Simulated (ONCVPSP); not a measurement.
**Pseudopotential generation for Tm: ONCV, PBEsol**

Task: generate the file, and judge it by its errors in other configurations, its logarithmic derivatives, its ghosts and its cutoff.

Program: ONCVPSP 4.0.1. Reference atom: PBEsol, scalar-relativistic, spherical and spin-unpolarised. All values are calculated.

## 1. Starting point

Typed settings, in words:

| Quantity | Value |
| --- | --- |
| element | thulium (Tm, Z = 69) |
| type | optimised norm-conserving Vanderbilt (ONCV) |
| frozen core | [Kr] 4d10 |
| valence charge | 23 |
| reference configuration | 4f13 5s2 5p6 6s1 (charge +1) |
| partial waves | 5s+6s: rc 2.00 bohr, ncon 4, nbas 7, qcut 7.5 1/bohr, 2 projectors; 5p: rc 2.45 bohr, ncon 3, nbas 7, qcut 4.9 1/bohr, 2 projectors, debl 0.7 Ha; d scattering state at 0.03 Ha: rc 2.45 bohr, ncon 4, nbas 9, qcut 4.5 1/bohr, 2 projectors, debl 0.5 Ha; 4f: rc 0.65 bohr, ncon 4, nbas 9, qcut 16.1 1/bohr, 2 projectors, debl 0.9 Ha |
| local potential | polynomial inside 0.60 bohr (lpopt 5, dvloc0 0 Ha) |
| core correction | Teter function, fcfact 2.5, rcfact 1.3 |

The outer shells as boxes (Hund's rule for the drawing; the calculation is spin-unpolarised):

```
[Kr] core
4d [↑↓][↑↓][↑↓][↑↓][↑↓]
4f [↑↓][↑↓][↑↓][↑↓][↑↓][↑↓][↑ ]
5s [↑↓]
5p [↑↓][↑↓][↑↓]
6s [↑ ]
```

## 2. Generation

Tm.dat

```
# ATOM AND REFERENCE CONFIGURATION
# atsym  z   nc   nv     iexc    psfile
  Tm 69.00    9    4  -116133      upf
#
#   n    l    f
    1    0    2.00
    2    0    2.00
    2    1    6.00
    3    0    2.00
    3    1    6.00
    3    2   10.00
    4    0    2.00
    4    1    6.00
    4    2   10.00
    4    3   13.00
    5    0    2.00
    5    1    6.00
    6    0    1.00
#
# PSEUDOPOTENTIAL AND OPTIMIZATION
# lmax
    3
#
#   l,   rc,      ep,       ncon, nbas, qcut
    0    2.00    0.00    4    7    7.50
    1    2.45    0.00    3    7    4.90
    2    2.45    0.03    4    9    4.50
    3    0.65    0.00    4    9   16.10
#
# LOCAL POTENTIAL
# lloc, lpopt,  rc(5),   dvloc0
    4    5    0.60    0.00
#
# VANDERBILT-KLEINMAN-BYLANDER PROJECTORs
# l, nproj, debl
    0    2    2.40
    1    2    0.70
    2    2    0.50
    3    2    0.90
#
# MODEL CORE CHARGE
# icmod, fcfact, rcfact
    3    2.50    1.30
#
# LOG DERIVATIVE ANALYSIS
# epsh1, epsh2, depsh
   -4.00    5.00    0.02
#
# OUTPUT GRID
# rlmax, drl
    6.00    0.01
#
# TEST CONFIGURATIONS
# ncnf
    4
# nvcnf
#   n    l    f
    4
    4    3   13.00
    5    0    2.00
    5    1    6.00
    6    0    2.00
#
    4
    4    3   13.00
    5    0    2.00
    5    1    6.00
    6    0    0.00
#
    4
    4    3   12.00
    5    0    2.00
    5    1    6.00
    6    0    0.00
#
    5
    4    3   13.00
    5    0    2.00
    5    1    6.00
    6    0    1.50
    5    2    0.50
#
```

Started as:

```sh
$ oncvpsp.x < Tm.dat > Tm.out
```

**Question.** What will these runs give? Wanted: cutoffs for 1 and 0.1 mHa per electron, occupied waves; bound ghosts; GHOST(+) flags; largest miss of a reference level; largest test error; largest phase difference near zero energy, channels read; rms error of d²Exc/dn², without and with the model core; projector energies reset by the program.

**Answer**, as computed:

| quantity | value |
| --- | --- |
| cutoffs for 1 and 0.1 mHa per electron, occupied waves | 845 Ha and 1237 Ha |
| bound ghosts | s at -916.87 eV, p at -324.98 eV, d at -203.57 eV |
| GHOST(+) flags | s at 134 eV, f at 5371 eV |
| largest miss of a reference level | 16 meV (4f) |
| largest test error (AE − PS) | +67 meV, for 4f12 5s2 5p6 6s0 |
| largest phase difference near zero energy, channels read | 0.001 rad |
| rms error of d²Exc/dn², without and with the model core | 5.40 and 3.51 mHa |
| projector energies reset by the program | p: -1.237, 0.250 Ha; d: 0.050, 0.550 Ha |

A bound ghost (s, p, d) makes it unfit for use: electrons can fall into a state that the atom doesn't have. Close by lies the frozen 4p level (-332.6 eV). The worst unpolarised test, 4f12 5s2 5p6 6s0, is off by 67 meV on 38.5 eV; by total energies transferability rates as fair. The potential is very hard: the looser tolerance needs 845 Ha. At the looser tolerance the 4f wave is the slowest; 5s needs 16 Ha. Near zero energy the phases of the channels with partial waves agree within 0.001 rad. The program also flags highly localised states, GHOST(+) (s, f). All of this concerns the isolated atom, not yet a solid.
